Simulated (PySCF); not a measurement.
Molecule: GeSe (Germanium monoselenide), in a box.

```xyz
2
Lattice="9.0000 0.0000 0.0000 0.0000 9.0000 0.0000 0.0000 0.0000 12.0000" Properties=species:S:1:pos:R:3 pbc="T T T"
Ge    4.5130    4.5210    4.9667
Se    4.5130    4.5210    7.1013
```

Base run:

| Item | Value |
| --- | --- |
| Program | PySCF 2.14.0 |
| Functional | PBE50 |
| Potentials or basis | 6-31g* (all-electron) |
| k mesh | 1 × 1 × 1 |
| Occupations | fixed |
| Spin | no spin polarisation |

Its results: gap between the frontier levels 6.91 eV.

Question: After a change of settings the same cell gave: gap between the frontier levels 5.38 eV. Which change was it?
A. functional from PBE50 to r2SCAN0; dispersion from none to D3(BJ)
B. functional from PBE50 to HLE16
C. functional from PBE50 to revTPSS; dispersion from none to D3(OP)

Answer: A.

Caveats: this is a molecule in a periodic box at the Γ point, so its band gap is the HOMO-LUMO gap; relativity is left out, which matters for the heavier elements; the basis of atomic orbitals isn't converged, which shifts pressures, moduli and gaps.

Runs at the PBE level aren't shown here.
